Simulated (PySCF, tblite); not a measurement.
# C₇H₁₅P: geometry, infrared bands and NMR shifts

Aim: predict the infrared bands and NMR shifts of C₇H₁₅P (`C=C(C)P(C)C(C)C`).

The runs use tblite 0.8.0 and PySCF 2.14.0, with density-fitted response routines of our own; the level of theory stands in each step. All values are computed, except where a source is named. Atoms count from 0, in the outputs and in this text.

### Step 1. The starting structure

23 atoms, charge 0, multiplicity 1; geometry from: force field or distance geometry start.

Bonds of the start (Å): C0–C1 1.36, C1–C2 1.49, C1–P3 1.84, P3–C4 1.83, P3–C5 1.83, C5–C6 1.51, C5–C7 1.53, C0–H8 1.08, C0–H9 1.09, C2–H10 1.10, C2–H11 1.11, C2–H12 1.11, C4–H13 1.11, C4–H14 1.10, C4–H15 1.12, C5–H16 1.11, C6–H17 1.11, C6–H18 1.10, C6–H19 1.12, C7–H20 1.12, C7–H21 1.11, C7–H22 1.09.

### Step 2. Geometry optimisation with GFN2-xTB

Job settings and geometry (Å):

```
{"job": {"kind": "relax", "xc": "GFN2-xTB", "basis": "xTB"}, "charge": 0, "multiplicity": 1}
C      1.780400    -1.795100     0.915900
C      1.638900    -0.598400     0.292300
C      2.717200    -0.048400    -0.575300
P      0.070300     0.303800     0.606200
C      0.311700     2.114400     0.742100
C     -1.260900    -0.076400    -0.593200
C     -1.722300    -1.505900    -0.409400
C     -2.450400     0.800600    -0.211900
H      1.013700    -2.203100     1.553800
H      2.712600    -2.331100     0.731900
H      2.435500     0.910000    -1.042200
H      3.048900    -0.762300    -1.353500
H      3.591900     0.121200     0.090000
H      1.338500     2.376300     0.414500
H      0.075000     2.456600     1.755400
H     -0.425200     2.586800     0.043500
H     -1.008500     0.161200    -1.648000
H     -1.170500    -2.060400     0.373600
H     -1.720500    -2.006600    -1.391700
H     -2.782700    -1.509300    -0.064200
H     -3.277600     0.159600     0.196100
H     -2.124000     1.486500     0.601900
H     -2.796700     1.447300    -1.018000
```

Launch:

```bash
$ OMP_NUM_THREADS=1 python probes_run.py task.json out
```

The driver reads the jobs from task.json and runs them one after another.

**Question.** This job is followed by: GFN2-xTB harmonic vibrations, gas phase; GIAO PBE0/pcSseg-1 NMR shielding, non-relativistic, gas phase. Predict these results of the whole session: strongest single infrared mode (GFN2-xTB); zero-point energy (GFN2-xTB); ¹³C shifts against TMS (PBE0/pcSseg-1, means over atoms taken as alike); ¹H shifts against TMS (PBE0/pcSseg-1, means over atoms taken as alike); ³¹P shifts against H3PO4 (PBE0/pcSseg-1).

As calculated:

| quantity | value |
| --- | --- |
| strongest single infrared mode (GFN2-xTB) | 3008 cm⁻¹, 82 km/mol |
| zero-point energy (GFN2-xTB) | 125.2 kcal/mol |
| ¹³C shifts against TMS (PBE0/pcSseg-1, means over atoms taken as alike) | 156.3, 136.0, 33.9, 21.6, 21.3, 12.7 ppm |
| ¹H shifts against TMS (PBE0/pcSseg-1, means over atoms taken as alike) | 5.95, 5.89, 1.97, 1.36, 1.14, 1.05 ppm |
| ³¹P shifts against H3PO4 (PBE0/pcSseg-1) | -28.8 ppm |

In words: Over 118 steps the energy fell by 1.529 eV; of the close pairs, P3–C5 changed most, 1.832 to 1.884 Å. No mode is imaginary among the 63: a minimum at this level. Unscaled tight-binding wavenumbers are off by several per cent, some by more. Its intensities can rank the bands wrongly. The most deshielded carbon is C1 (fully substituted alkene carbon), at 156.3 ppm: as expected for a trigonal carbon in a double bond. At PBE0/pcSseg-1: The largest span, 251 ppm, is at C1, where the paramagnetic term is -236 ppm.
